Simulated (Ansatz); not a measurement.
# Ga32P28As4: the cost of one run

Program: Ansatz 0.2.0, PAW, plane waves. These are calculated values, not measurements.

**1. The system as built**

64 atoms (32 Ga, 28 P, 4 As); a = 10.930 Å, b = 10.930 Å, c = 10.930 Å, α = 90.00°, β = 90.00°, γ = 90.00°. All atoms were shaken off their sites by about 0.02 Å along each axis; atoms next to an added one may be pushed further to make room.

Plan of the steps: (2) PBEsol cell relaxation at the single k point (¼, ¼, ¼), on 1 × NVIDIA GB300 Max-Q with 8 threads of Arm Neoverse-V2; (3) HSE06 single point at the Γ point alone, on 1 × NVIDIA GB300 Max-Q with 8 threads of Arm Neoverse-V2.

**2. PBEsol relaxation of the cell and the positions**

Contents of in.yaml:

```yaml
crystal:
  lattice:
    - [10.930139, 0.000000, 0.000000]
    - [0.000000, 10.930139, 0.000000]
    - [0.000000, 0.000000, 10.930139]
  atoms:
    - { symbol: Ga, position: [0.997956, 0.998661, 0.998965] }
    - { symbol: Ga, position: [0.998723, 0.001676, 0.498913] }
    - { symbol: Ga, position: [0.999948, 0.501260, 0.999406] }
    - { symbol: Ga, position: [0.000469, 0.500668, 0.498496] }
    - { symbol: Ga, position: [0.500370, 0.001376, 0.003912] }
    - { symbol: Ga, position: [0.501691, 0.997910, 0.498468] }
    - { symbol: Ga, position: [0.501179, 0.500568, 0.001780] }
    - { symbol: Ga, position: [0.500531, 0.499083, 0.502498] }
    - { symbol: Ga, position: [0.250358, 0.252088, 0.999123] }
    - { symbol: Ga, position: [0.252813, 0.253029, 0.497531] }
    - { symbol: Ga, position: [0.246836, 0.749157, 0.000107] }
    - { symbol: Ga, position: [0.248879, 0.746827, 0.502451] }
    - { symbol: Ga, position: [0.749944, 0.248222, 0.001542] }
    - { symbol: Ga, position: [0.749323, 0.248852, 0.500086] }
    - { symbol: Ga, position: [0.750022, 0.751845, 0.999101] }
    - { symbol: Ga, position: [0.751808, 0.750035, 0.500146] }
    - { symbol: Ga, position: [0.250380, 0.999897, 0.247974] }
    - { symbol: Ga, position: [0.247132, 0.999304, 0.749813] }
    - { symbol: Ga, position: [0.250358, 0.499146, 0.247194] }
    - { symbol: Ga, position: [0.253686, 0.500517, 0.749110] }
    - { symbol: Ga, position: [0.747306, 0.998735, 0.250265] }
    - { symbol: Ga, position: [0.750708, 0.999280, 0.750161] }
    - { symbol: Ga, position: [0.748038, 0.501049, 0.248344] }
    - { symbol: Ga, position: [0.748191, 0.499998, 0.748780] }
    - { symbol: Ga, position: [0.001285, 0.250745, 0.249708] }
    - { symbol: Ga, position: [0.999997, 0.251727, 0.748117] }
    - { symbol: Ga, position: [0.999233, 0.752689, 0.250603] }
    - { symbol: Ga, position: [0.000520, 0.748380, 0.751932] }
    - { symbol: Ga, position: [0.496431, 0.250604, 0.249002] }
    - { symbol: Ga, position: [0.500953, 0.249113, 0.751305] }
    - { symbol: Ga, position: [0.500706, 0.749961, 0.254495] }
    - { symbol: Ga, position: [0.502575, 0.751919, 0.749449] }
    - { symbol: P, position: [0.125364, 0.127066, 0.122353] }
    - { symbol: P, position: [0.124480, 0.125412, 0.628668] }
    - { symbol: P, position: [0.123476, 0.625232, 0.124865] }
    - { symbol: P, position: [0.125382, 0.626538, 0.622891] }
    - { symbol: P, position: [0.624154, 0.125750, 0.126803] }
    - { symbol: P, position: [0.626271, 0.123342, 0.624324] }
    - { symbol: P, position: [0.623026, 0.627457, 0.128542] }
    - { symbol: P, position: [0.624556, 0.626659, 0.625453] }
    - { symbol: P, position: [0.373510, 0.376532, 0.120111] }
    - { symbol: P, position: [0.377565, 0.875374, 0.125208] }
    - { symbol: P, position: [0.376488, 0.873101, 0.623732] }
    - { symbol: P, position: [0.875967, 0.372899, 0.125675] }
    - { symbol: P, position: [0.876926, 0.377523, 0.625238] }
    - { symbol: P, position: [0.873676, 0.874828, 0.126255] }
    - { symbol: P, position: [0.874557, 0.874155, 0.626485] }
    - { symbol: P, position: [0.378292, 0.123826, 0.377810] }
    - { symbol: P, position: [0.374420, 0.125925, 0.874403] }
    - { symbol: P, position: [0.375838, 0.629297, 0.373681] }
    - { symbol: P, position: [0.373075, 0.627451, 0.871477] }
    - { symbol: P, position: [0.874140, 0.123808, 0.374550] }
    - { symbol: P, position: [0.878151, 0.126912, 0.875769] }
    - { symbol: P, position: [0.877458, 0.625221, 0.375610] }
    - { symbol: P, position: [0.124305, 0.377675, 0.873376] }
    - { symbol: P, position: [0.124841, 0.877969, 0.376850] }
    - { symbol: P, position: [0.123886, 0.873511, 0.877288] }
    - { symbol: P, position: [0.625731, 0.376225, 0.373407] }
    - { symbol: P, position: [0.624137, 0.876286, 0.372619] }
    - { symbol: P, position: [0.627025, 0.876703, 0.874292] }
    - { symbol: As, position: [0.374954, 0.376896, 0.623885] }
    - { symbol: As, position: [0.877048, 0.626105, 0.877224] }
    - { symbol: As, position: [0.124559, 0.375662, 0.377874] }
    - { symbol: As, position: [0.625684, 0.373548, 0.875876] }
  symmetry: { detect: false }
kpoints:
  mp_grid: { grid: [1, 1, 1], shift: [0.25, 0.25, 0.25] }
hamiltonian:
  xc: pbesol
scf:
  occupations: { method: fermi_dirac, width: 0.01 }
relax:
  f_tol: 0.03
  max_steps: 80
  escape_saddle: false
  adjacent_minimum: "off"
  cell: { fix: [shape] }
output:
  forces: true
  eigenvalues: true
  populations: true
```

Command:

```bash
> ansatz run in.yaml --threads 8 --pin off --max-ram 118750MiB --runs-dir r --events-out ev --progress --plain --backend cuda --devices 0,
```

Q: Estimate wall time and peak memory on 1 × NVIDIA GB300 Max-Q with 8 threads of Arm Neoverse-V2, shared host.

About 7.1 s, with a peak of 2.1 GiB on the host.
